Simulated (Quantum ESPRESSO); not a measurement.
Write the native input for Quantum ESPRESSO 7.5 that does the following.

```
Task                : single point
Functional          : PBEsol
Potentials or basis : PseudoDojo 0.4.1 SR PBEsol standard
Cutoff              : 1061 eV
Density cutoff      : 4245 eV
k mesh              : 10 × 10 × 10
Occupations         : gaussian, width 0.01 eV
Spin                : no spin polarisation
Mixing beta         : 0.5
Most SCF iterations : 120
SCF threshold       : 4e-10 Ry
```

Ge:

```
Ge
1.0
     0.00000    2.86840    2.81955
     2.86840    0.00000    2.81955
     2.86840    2.86840    0.00000
Ge
2
Cartesian
  0.0000 0.0000 0.0000
  1.4342 1.4342 1.4098
```

One way to write it, as run:

pw.in

```
&CONTROL
  calculation = 'scf'
  prefix = 'pwscf'
  outdir = './tmp'
  pseudo_dir = './pseudo'
  tprnfor = .true.
  tstress = .true.
  disk_io = 'nowf'
/
&SYSTEM
  ibrav = 0
  nat = 2
  ntyp = 1
  ecutwfc = 78
  nbnd = 21
  occupations = 'smearing'
  smearing = 'gaussian'
  degauss = 0.00073499
/
&ELECTRONS
  conv_thr = 4d-10
  electron_maxstep = 120
  mixing_beta = 0.5
/
ATOMIC_SPECIES
Ge    72.6300 Ge.upf
CELL_PARAMETERS angstrom
   0.0000000000    2.8684000000    2.8195520000
   2.8684000000    0.0000000000    2.8195520000
   2.8684000000    2.8684000000    0.0000000000
ATOMIC_POSITIONS crystal
Ge     0.0000000000    0.0000000000    0.0000000000
Ge     0.2500000000    0.2500000000    0.2500000000
K_POINTS automatic
10 10 10 0 0 0
```

Potentials or basis: PseudoDojo 0.4.1 SR PBEsol standard.

Command:

```sh
$ OMP_NUM_THREADS=1 pw.x -in pw.in > pw.out
```

It gave:

```yaml
Pressure: -1.0 GPa
Band_gap_on_the_k_mesh: 0.08 eV, indirect (least direct gap 0.13 eV)
```

It took 2.3 min on 1 thread of Intel(R) Xeon(R) Platinum 8375C CPU @ 2.90GHz (Ice Lake), on a shared host, peak memory 0.18 GiB.
